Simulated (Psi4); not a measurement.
# BSiH3OF2 (SMILES FB(F)O[SiH3]) at MP2/def2-SVP (Cholesky decomposition, density fitting for correlation, cholesky tolerance 1e-05, sweep point 7)

Aim: the vertical electron affinity of BSiH3OF2 at MP2/def2-SVP (Cholesky decomposition, density fitting for correlation, cholesky tolerance 1e-05, sweep point 7), from 2 runs. Input form: a Python script.

The results are computed with Psi4 1.11.

2 further runs of the same task are left out: 2 set aside as unsound or not needed. Runs told in other sessions of the task aren't counted.

### 1 The structure to begin with

The species is BSiH3OF2 (8 atoms), meant as a singlet with charge 0. SMILES: `FB(F)O[SiH3]`. The shape is that of a PBE0-D4/def2-TZVP optimisation.

Bond lengths: F1–B2 1.319 Å, B2–F3 1.328 Å, B2–O4 1.339 Å, O4–Si5 1.661 Å, Si5–H6 1.483 Å, Si5–H7 1.479 Å, Si5–H8 1.483 Å. Angles: F1–B2–F3 117.6°, F1–B2–O4 120.5°, F3–B2–O4 121.9°, B2–O4–Si5 133.7°, O4–Si5–H6 109.6°, O4–Si5–H7 106.3°, O4–Si5–H8 109.6°, H6–Si5–H7 110.5°, H6–Si5–H8 110.2°, H7–Si5–H8 110.5°.

### 2 The energy at MP2/def2-SVP (Cholesky decomposition, density fitting for correlation, cholesky tolerance 1e-05, sweep point 7)

File job.py:

```python
import psi4

psi4.set_memory(1600000000)
psi4.set_num_threads(1)
psi4.core.set_output_file('psi4.out', False)

m = psi4.geometry("""
F      1.644600    -1.936200     1.091800
B      0.585700    -1.261700     0.687700
F     -0.607700    -1.793900     0.922400
O      0.726600    -0.084400     0.064800
Si    -0.345100     1.014900    -0.568200
H     -1.234600     1.517600     0.506100
H      0.469500     2.116500    -1.124900
H     -1.146900     0.370000    -1.635500
symmetry c1
""")

psi4.set_options({
    'reference': 'rhf',
    'puream': True,
    'scf_type': 'cd',
    'num_frozen_docc': 9,
    'cholesky_tolerance': 1e-05,
})

energy_value, wavefunction = psi4.energy('mp2/def2-SVP', molecule=m, return_wfn=True)
print('E =', round(energy_value, 9))
```

Started as:

```sh
$ python job.py
```

psi4.out:

```text
[...]
  Running in c1 symmetry.
[...]
  Nuclear repulsion =  220.428958488731269
[...]
  Multiplicity = 1
[...]
  Nalpha       = 24
  Nbeta        = 24
[...]
    Number of basis functions: 89
[...]
   @RHF iter   1:  -588.89563830741963   -1.08493e+00   5.78195e-03 ADIIS/DIIS
[...]
   @RHF iter  11:  -589.00231210472521   -1.70530e-12   4.71087e-09 DIIS
[...]
    Orbital Energies [Eh]
    ---------------------
    Doubly Occupied:
       1A    -68.806427     2A    -26.310383     3A    -26.303102
       4A    -20.584563     5A     -7.758014     6A     -6.173001
       7A     -4.284627     8A     -4.283034     9A     -4.283021
      10A     -1.623351    11A     -1.589811    12A     -1.372108
      13A     -0.837658    14A     -0.802275    15A     -0.773586
      16A     -0.725847    17A     -0.707902    18A     -0.663890
      19A     -0.656174    20A     -0.641745    21A     -0.594276
      22A     -0.583382    23A     -0.489838    24A     -0.486159
[...]
  @RHF Final Energy:  -589.00231210472521
   => Energetics <=
    Nuclear Repulsion Energy =            220.4289584887312685
    One-Electron Energy =               -1256.1941942312682841
    Two-Electron Energy =                 446.7629236378118094
    Total Energy =                       -589.0023121047252062
[...]
 Multipole Moments:
 ------------------------------------------------------------------------------------
     Multipole            Electronic (a.u.)      Nuclear  (a.u.)        Total (a.u.)
 ------------------------------------------------------------------------------------
 L = 1.  Multiply by 2.5417464519 to convert [e a0] to [Debye]
 Dipole X            :          2.9728415           -3.3328259           -0.3599844
 Dipole Y            :         -7.8841748            8.4967204            0.6125457
 Dipole Z            :          4.3382358           -4.6809431           -0.3427073
 Magnitude           :                                                    0.7888278
[...]
```

The script printed:

```text
E = -589.725740767
```

Wall time 4.8 s (1 thread of AMD EPYC 7B13 (Zen 3), shared host); peak memory 0.21 GiB.

### 3 The doublet anion

File calc.py:

```python
import psi4

psi4.set_memory('1600 MB')
psi4.set_num_threads(1)
psi4.core.set_output_file('run.log', False)

mol = psi4.geometry("""
-1 2
F      1.644600    -1.936200     1.091800
B      0.585700    -1.261700     0.687700
F     -0.607700    -1.793900     0.922400
O      0.726600    -0.084400     0.064800
Si    -0.345100     1.014900    -0.568200
H     -1.234600     1.517600     0.506100
H      0.469500     2.116500    -1.124900
H     -1.146900     0.370000    -1.635500
symmetry c1
""")

psi4.set_options({
    'reference': 'uhf',
    'puream': True,
    'scf_type': 'cd',
    'num_frozen_docc': 9,
    'cholesky_tolerance': 1e-05,
    'maxiter': 100,
})

E = psi4.energy('mp2/def2-SVP')
print(f'total energy {E:.8f} hartree = {E * 27.211386:.5f} eV')
```

Started as:

```sh
$ python calc.py
```

run.log:

```text
[...]
  Running in c1 symmetry.
[...]
  Nuclear repulsion =  220.428958488731269
[...]
  Multiplicity = 2
[...]
  Nalpha       = 25
  Nbeta        = 24
[...]
    Number of basis functions: 89
[...]
   @UHF iter   1:  -588.73856763753508   -9.27858e-01   6.44388e-03 DIIS/ADIIS
[...]
   @UHF iter  18:  -588.88083738829152   -3.41061e-12   6.11553e-09 DIIS
[...]
   @S^2 Observed:                7.569191442E-01
[...]
    Orbital Energies [Eh]
    ---------------------
    Alpha Occupied:
       1A    -68.555680     2A    -26.147467     3A    -26.139022
       4A    -20.364049     5A     -7.572351     6A     -5.918283
       7A     -4.032445     8A     -4.029164     9A     -4.029143
      10A     -1.462015    11A     -1.427614    12A     -1.162132
      13A     -0.661840    14A     -0.618976    15A     -0.600300
      16A     -0.562547    17A     -0.523191    18A     -0.504329
      19A     -0.494187    20A     -0.431021    21A     -0.376827
      22A     -0.372984    23A     -0.253391    24A     -0.248092
      25A      0.103612
    Alpha Virtual:
[...]
  @UHF Final Energy:  -588.88083738829152
   => Energetics <=
    Nuclear Repulsion Energy =            220.4289584887312685
    One-Electron Energy =               -1265.8541962103322476
    Two-Electron Energy =                 456.5444003333093974
    Total Energy =                       -588.8808373882916385
  UHF NO Occupations:
  HONO-2 :   23  A 1.9994849
  HONO-1 :   24  A 1.9976515
  HONO-0 :   25  A 1.0000000
  LUNO+0 :   26  A 0.0023485
  LUNO+1 :   27  A 0.0005151
[...]
 Multipole Moments:
 ------------------------------------------------------------------------------------
     Multipole            Electronic (a.u.)      Nuclear  (a.u.)        Total (a.u.)
 ------------------------------------------------------------------------------------
 L = 1.  Multiply by 2.5417464519 to convert [e a0] to [Debye]
 Dipole X            :          4.1826129           -3.3328259            0.8497870
 Dipole Y            :        -10.5948336            8.4967204           -2.0981132
 Dipole Z            :          5.8380003           -4.6809431            1.1570572
 Magnitude           :                                                    2.5422427
[...]
```

The script printed:

```text
total energy -589.62092746 hartree = -16044.40265 eV
```

It took 5.1 s on 1 thread of AMD EPYC 7B13 (Zen 3), shared host; peak memory 0.21 GiB.

### 4 What came out

Level: MP2/def2-SVP (Cholesky decomposition, density fitting for correlation, cholesky tolerance 1e-05, sweep point 7), 9 core orbitals frozen.

| quantity | value |
| --- | --- |
| singlet BSiH3OF2: total energy | -589.72574 Eh |
| singlet BSiH3OF2: HOMO energy (Hartree–Fock orbitals) | -13.23 eV |
| singlet BSiH3OF2: LUMO energy (Hartree–Fock orbitals) | 3.73 eV |
| singlet BSiH3OF2: HOMO–LUMO gap (Hartree–Fock orbitals) | 16.96 eV |
| singlet BSiH3OF2: correlation energy (9 core orbitals frozen) | -723.4 mEh |
| doublet anion: total energy | -589.62093 Eh |
| doublet anion: HOMO energy (Hartree–Fock orbitals) (highest over α and β) | 2.82 eV |
| doublet anion: LUMO energy (Hartree–Fock orbitals) (lowest over α and β) | 9.52 eV |
| doublet anion: correlation energy (9 core orbitals frozen) | -740.1 mEh |
| doublet anion: ⟨S²⟩ of the reference determinant | 0.757 |
| vertical electron affinity (to the doublet anion) | -2.852 eV |

What this shows: The anion lies 2.85 eV (66 kcal/mol) above the neutral: the electron isn't bound at this level, and such a value depends on the basis. Without diffuse functions anions come out too high. The HOMO (doublet anion) lies at positive energy, 2.82 eV: the electron is unbound at this level or held by a compact basis; values depend on the basis.
